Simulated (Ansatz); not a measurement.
**singlet [GaNH3]+: levels of theory compared**

Wanted: a comparison of 6 runs (HF/3-21G, HSE06/def2-TZVP, PBE-QIDH/def2-TZVP, SVWN5/def2-TZVP, wB97M-V/def2-TZVP, RPA@PBE0/def2-TZVP) of singlet [GaNH3]+. 

The results are computed with Ansatz 0.2.0.

55 further runs of the same task are left out: 55 set aside as unsound or not needed.

**1. The system as given**

The species is [GaNH3]+ (5 atoms), meant as a singlet with charge +1. As SMILES of the parent species, `[NH2][GaH]`. The coordinates come from a PBE0-D4/def2-TZVP relaxation. This is one conformer, not always the lowest. That shape belongs to the parent species and isn't relaxed for this state.

Bond lengths: N1–Ga2 1.825 Å, N1–H3 1.008 Å, N1–H4 1.006 Å, Ga2–H5 1.594 Å. Angles: N1–Ga2–H5 116.9°, Ga2–N1–H3 123.8°, Ga2–N1–H4 124.3°, H3–N1–H4 111.9°.

**2. The energy at HF/3-21G (run 1)**

The input, job.yaml:

```yaml
crystal:
  periodic: [false, false, false]
  atoms:
    - {symbol: N, position_ang: [-0.211900, -0.684000, 0.064700]}
    - {symbol: Ga, position_ang: [0.815500, 0.782900, 0.417000]}
    - {symbol: H, position_ang: [-0.946800, -0.701300, -0.625100]}
    - {symbol: H, position_ang: [-0.115200, -1.569300, 0.532000]}
    - {symbol: H, position_ang: [0.508200, 2.097900, -0.430100]}
basis:
  gaussian: {orbitals: 3-21G-spherical.json}
total_charge: 1
magnetization: {spin_polarized: false, initial_magnetization: 0}
hamiltonian: {xc: hf}
accuracy: high
output: {orbitals: {seedname: orbitals}}
```

The basis set 3-21G is read from a file made from the Basis Set Exchange's data (not shown).

On the command line:

```sh
$ ansatz run job.yaml --threads 1 --pin off --max-ram 3480MiB --events-out events.jsonl --progress --plain --runs-dir runs
```

Output:

```text
Warning: RAYON_NUM_THREADS=1 ignored (pool sized by the plan → 1); use --threads N
Functional definition: HF
  name "HF"
  exchange = exact_x
  correlation = 0
655 factors; integrals over basis functions are off by at most 4.5e-9 eV
mean field evaluation 1: about -53583.7377 eV, gradient 5.9e1 eV
mean field evaluation 2: about -53583.8312 eV, gradient 5.9e1 eV
mean field evaluation 4: about -53591.1289 eV, gradient 3.4e0 eV
mean field evaluation 8: about -53591.2185 eV, gradient 2.2e-1 eV
mean field evaluation 16: about -53591.2190 eV, gradient 9.3e-9 eV
mean field -53591.21896864 eV, -1969.4409716647 hartree, gradient 5.6e-8 eV, S^2 0.000000; 0 other end points of the search recorded, 0 dependent functions left out
reference -53591.21896864 eV, -1969.4409716647 hartree; 20, 20 occupied and 17, 17 virtual orbitals, 655 factors
Total energy: -53591.21896864 eV, -1969.4409716647 hartree
```

Wall time 0.3 s (1 thread of Arm Neoverse V1, shared host).

**3. A single-point energy at HSE06/def2-TZVP (run 2)**

The input, run.yaml:

```yaml
crystal:
  periodic: [false, false, false]
  atoms:
    - {symbol: "N", position_ang: [-0.211900, -0.684000, 0.064700]}
    - {symbol: Ga, position_ang: [0.815500, 0.782900, 0.417000]}
    - {symbol: H, position_ang: [-0.946800, -0.701300, -0.625100]}
    - {symbol: H, position_ang: [-0.115200, -1.569300, 0.532000]}
    - {symbol: H, position_ang: [0.508200, 2.097900, -0.430100]}
basis:
  gaussian: {orbitals: def2-TZVP}
total_charge: 1
hamiltonian: {xc: {name: HSE06}}
accuracy: high
output: {orbitals: {seedname: orbitals}}
```

On the command line:

```sh
$ ansatz run run.yaml --threads 1 --pin off --max-ram 3480MiB --events-out events.jsonl --progress --plain --runs-dir runs
```

Output:

```text
Warning: RAYON_NUM_THREADS=1 ignored (pool sized by the plan → 1); use --threads N
Functional definition: HSE06
  name "HSE06"
  parameter a = 0.25
  parameter omega = 0.11/bohr
  exchange = pbe_x - a*pbe_x_sr(omega) + a*exact_x_sr(omega)
  correlation = pbe_c
1601 factors; integrals over basis functions are off by at most 4.6e-9 eV
88 factors; integrals over basis functions are off by at most 9.5e-10 eV
mean field evaluation 1: about -53879.0497 eV, gradient 1.0e2 eV
mean field evaluation 2: about -53779.5646 eV, gradient 1.6e2 eV
mean field evaluation 4: about -53899.8043 eV, gradient 9.4e0 eV
mean field evaluation 8: about -53899.9951 eV, gradient 9.1e-1 eV
mean field evaluation 16: about -53899.9975 eV, gradient 1.3e-4 eV
mean field -53899.99746693 eV, -1980.7883721793 hartree, gradient 3.4e-8 eV, S^2 0.000000; 0 other end points of the search recorded, 0 dependent functions left out
reference -53899.99747013 eV, -1980.7883722967 hartree; 20, 20 occupied and 77, 77 virtual orbitals, 1601 factors
Total energy: -53899.99747013 eV, -1980.7883722967 hartree
```

Run time: 6.3 s. Hardware: 1 thread of Arm Neoverse V1, shared host; peak memory 0.26 GiB.

Runs 3 to 5 aren't shown in full; the table further down has their settings and results.

**4. The energy at RPA@PBE0/def2-TZVP (run 6)**

The input, input.yaml:

```yaml
crystal:
  periodic: [false, false, false]
  atoms:
    - symbol: "N"
      position_ang: [-0.211900, -0.684000, 0.064700]
    - symbol: Ga
      position_ang: [0.815500, 0.782900, 0.417000]
    - symbol: H
      position_ang: [-0.946800, -0.701300, -0.625100]
    - symbol: H
      position_ang: [-0.115200, -1.569300, 0.532000]
    - symbol: H
      position_ang: [0.508200, 2.097900, -0.430100]
basis:
  gaussian: {orbitals: def2-TZVP}
total_charge: 1
hamiltonian: {xc: {name: PBE0}}
correlation: {method: rpa, frozen_orbitals: {Ga: 9, H: 0, "N": 1}}
accuracy: high
```

On the command line:

```sh
$ ansatz run input.yaml --threads 1 --pin off --max-ram 3480MiB --events-out events.jsonl --progress --plain --runs-dir runs
```

Output, cut to the lines that bear on the results:

```text
Warning: RAYON_NUM_THREADS=1 ignored (pool sized by the plan → 1); use --threads N
Functional definition: PBE0
  name "PBE0"
[...]
1601 factors; integrals over basis functions are off by at most 4.6e-9 eV
[...]
mean field -53900.08036061 eV, -1980.7914184659 hartree, gradient 3.7e-8 eV, S^2 0.000000; 2 other end points of the search recorded, 0 dependent functions left out
10 core orbitals not correlated: weight in the atoms' cores, before any rotation towards them, 1.000 or more for the frozen orbitals, at most 0.000 for the correlated occupied ones
reference -53855.39243699 eV, -1979.1491675633 hartree; 10, 10 occupied and 77, 77 virtual orbitals, 1601 factors
Total energy: -53871.47591262 eV, -1979.7402243908 hartree
```

Run time: 11 s. Hardware: 1 thread of Arm Neoverse V1, shared host; peak memory 0.32 GiB.

**5. The series**

```csv
run,level,frozen core orbitals,energy (Eh),HOMO energy (eV),LUMO energy (eV),HOMO–LUMO gap (eV),wall time
1,HF/3-21G,–,-1969.440972,-16.29,-6.88,9.41,0.3 s
2,HSE06/def2-TZVP,–,-1980.788372,-13.06,-10.60,2.46,6.3 s
3,PBE-QIDH/def2-TZVP,10,-1980.441060,-15.51,-8.44,7.08,9 s
4,SVWN5/def2-TZVP,–,-1977.624759,-12.42,-11.32,1.10,3.9 s
5,wB97M-V/def2-TZVP,–,-1980.979612,-15.81,-8.21,7.59,44 s
6,RPA@PBE0/def2-TZVP,10,-1979.740224,–,–,–,11 s
```

**6. Outcome**

| quantity | value |
| --- | --- |
| run 6: total energy | -1979.74022 Eh |
| run 6: RPA correlation energy (valence) | -591.1 mEh |

Over runs 1, 2, 3, 4, 5 the HOMO–LUMO gap runs from 1.10 eV (SVWN5/def2-TZVP) to 9.41 eV (HF/3-21G). The two ends differ in method and basis. Totals of different functionals can't be ranked against each other. All runs together took 74 s, the longest 44 s.
